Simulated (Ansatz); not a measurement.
**Si2Mo: a single-point run**

The task is a single point on Si2Mo that gives the gradients at the nuclei.

Computed with Ansatz 0.2.0 (DFT, PBE, plane-wave PAW, default files, scalar-relativistic, unless a step's input says otherwise).

1 further run of the same task is left out (it didn't finish).

### 1 Starting point

It takes space group I4/mmm (No. 139, tetragonal). The conventional cell has a = 3.200 Å, b = 3.200 Å, c = 7.861 Å, α = 90.00°, β = 90.00°, γ = 90.00°. Si (site symmetry 4mm) has 5 Si at 2.61 to 2.63 Å and 5 Mo at 2.62 Å as nearest neighbours. Mo (site symmetry 4/mmm) is surrounded by 10 Si at 2.62 Å.

Coordinates:

```cif
data_structure
_symmetry_space_group_name_H-M 'P 1'
_symmetry_Int_Tables_number 1
_cell_length_a 4.5353
_cell_length_b 4.5353
_cell_length_c 4.5353
_cell_angle_alpha 138.684
_cell_angle_beta 138.684
_cell_angle_gamma 59.857
_cell_volume 40.25
loop_
_atom_site_label
_atom_site_type_symbol
_atom_site_fract_x
_atom_site_fract_y
_atom_site_fract_z
_atom_site_occupancy
Si1 Si 0.33300 0.33300 0.00000 1
Si2 Si 0.66700 0.66700 0.00000 1
Mo1 Mo 0.00000 0.00000 0.00000 1
```

### 2 The calculation

File input.yaml:

```yaml
crystal:
  lattice:
    - [-1.6, 1.6, 3.9305]
    - [1.6, -1.6, 3.9305]
    - [1.6, 1.6, -3.9305]
  atoms:
    - { symbol: Si, position: [0.333, 0.333, 0.0] }
    - { symbol: Si, position: [0.667, 0.667, 0.0] }
    - { symbol: Mo, position: [0.0, 0.0, 0.0] }
kpoints:
  mp_grid: { grid: [20, 20, 20] }
scf:
  occupations: { method: fermi_dirac, width: 2.0 }
  max_iter: 50
hamiltonian:
  xc: pbe
  pseudopotentials: { kind: paw }
output:
  forces: true
  stress: true
  populations: true
  efg: { quadrupole_moments_barn: { Mo: -0.022 }, contact_densities: true }
```

Launch:

```sh
> ansatz run input.yaml --threads 1 --pin off --max-ram 3072MiB --backend cpu --events-out ev --progress --plain --runs-dir out
```

**Question.** How will this run end, and is anything wrong with its input?

This run ends as converged, with warnings (gradients without spin orbit). It gives a pressure of 47 GPa, which is large; a structure far from rest gives such values too, whatever the setting.

The suspect setting: scf.occupations.width is 2.0. A smearing this wide moves electrons out of filled levels into empty ones. A Fermi-Dirac width of 2 eV is an electron temperature of 23200 K.

The test: set scf.occupations.width to 0.02.
